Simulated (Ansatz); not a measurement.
CH5BrGe, SMILES [CH3][GeH2][Br], a rigid scan of one bond length

Computed with Ansatz 0.2.0 through its Python package.

The cells in order, each with its output:

```python
import warnings

import ansatz as az
from ase import Atoms
import numpy as np
```

```python
warnings.simplefilter('ignore', az.DeckWarning)
```

```python
atoms = Atoms(['C', 'Ge', 'Br', 'H', 'H', 'H', 'H', 'H'], positions=[
    (-0.5874, 0.7332, -0.338),
    (0.4517, -0.7523, 0.1551),
    (1.6655, -0.2151, 2.0365),
    (0.0952, 1.6555, -0.5722),
    (-1.3194, 1.0271, 0.4662),
    (-1.229, 0.5413, -1.254),
    (1.4402, -1.1041, -1.005),
    (-0.4246, -1.9426, 0.4556),
])
ch5brge = az.Crystal.molecule_from_ase(atoms)
```

```python
symbols = [site.symbol for site in ch5brge.cartesian_sites]
start = np.array([site.position_ang for site in ch5brge.cartesian_sites])
axis = (start[3] - start[0]) / np.linalg.norm(start[3] - start[0])
moving = [3]
lengths, energies = [1.031, 1.077, 1.124, 1.171, 1.218, 1.265, 1.312, 1.382], []
for length in lengths:
    xyz = start.copy()
    xyz[moving] += (length - np.linalg.norm(start[3] - start[0])) * axis
    point = az.Crystal.molecule()
    for symbol, place in zip(symbols, xyz):
        point = point.atom(symbol, place.tolist())
    calculation = (
        point.calculation()
        .basis(gaussian='def2-SVP')
        .functional('r2scan', dispersion='d3bj')
    )
    summary = calculation.run(threads=1, backend='cpu').report
    energies.append(summary['free_energy_ev'])
    print(f'r = {length:6.3f} A  E = {energies[-1]:.5f} eV  <S^2> = {abs(summary["mean_field"]["state"]["spin_squared"]):.3f}')
```

    r =  1.031 A  E = -127666.79742 eV  <S^2> = 0.000
    r =  1.077 A  E = -127666.88018 eV  <S^2> = 0.000
    r =  1.124 A  E = -127666.88057 eV  <S^2> = 0.000
    r =  1.171 A  E = -127666.81602 eV  <S^2> = 0.000
    r =  1.218 A  E = -127666.70248 eV  <S^2> = 0.000
    r =  1.265 A  E = -127666.55251 eV  <S^2> = 0.000
    r =  1.312 A  E = -127666.37601 eV  <S^2> = 0.000
    r =  1.382 A  E = -127666.08053 eV  <S^2> = 0.000

```python
# quartic fit about the minimum
fit = np.polynomial.Polynomial.fit(lengths, np.array(energies) - min(energies), 4).convert()
roots = [r.real for r in fit.deriv().roots() if abs(r.imag) < 1e-9 and fit.deriv(2)(r.real) > 0]
r_e = min(roots, key=lambda r: abs(r - lengths[int(np.argmin(energies))]))
print(f'minimum of the fit at {r_e:.4f} A, force constant {fit.deriv(2)(r_e):.2f} eV/A^2')
```

    minimum of the fit at 1.1005 A, force constant 33.62 eV/A^2

What to keep in mind:
- Total energies depend on the basis set; only differences at equal settings carry meaning.
- The rest of the molecule is held rigid at a force-field or estimated start geometry, and the basis set is modest; single-reference methods fail as a bond breaks.
- The orbitals are restricted, so S² is zero by construction.
- A dispersion term here runs with damping parameters fitted for another variant or functional.
- The script silences the warnings on its input, which a real study should read.
- It ran for 48 s on 1 thread of Arm Neoverse V1 (shared host), peak memory 0.23 GiB.
